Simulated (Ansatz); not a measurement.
Runs of Ansatz 0.2.0 on NbTe. It takes space group P-6m2 (No. 187, hexagonal). Conventional cell: a = 3.703 Å, b = 3.703 Å, c = 3.694 Å, α = 90.00°, β = 90.00°, γ = 120.00°. Te (site symmetry -6m2) has 6 Nb at 2.83 Å as nearest neighbours. Around Nb (site symmetry -6m2) lie 6 Te at 2.83 Å. The cell comes from a database or a generator and needn't be the stable form of this composition.

```csv
screening (1/Å),gap on the mesh (eV),pressure (GPa)
0.6,none,-2.8
0.4,none,-3.9
0.3,none,(b)
0.1,none,-5.5
0.15,none,(a)
```

Alike in all rows: task single point; level HSE06 form with a typed share of exact exchange; potentials or basis Ansatz PAW; no spin polarisation; cell as given; k mesh 4 × 4 × 4; cutoff (eV) 420; smearing fermi-dirac 0.05 eV; the mesh is coarse, so values aren't converged.

Estimate the missing entries.

(a) -5.3; (b) -4.5.

Caveats: all runs use coarse meshes; the PAW data sets come from PBE, with cores solved anew for the run's functional, which leaves a small shift of forces and pressure; the thresholds are loose for stress.

A k mesh can miss the band edges, and the runs leave out spin-orbit coupling on Nb, Te.

A gap of «none» marks a metal or a gap under the smearing width.
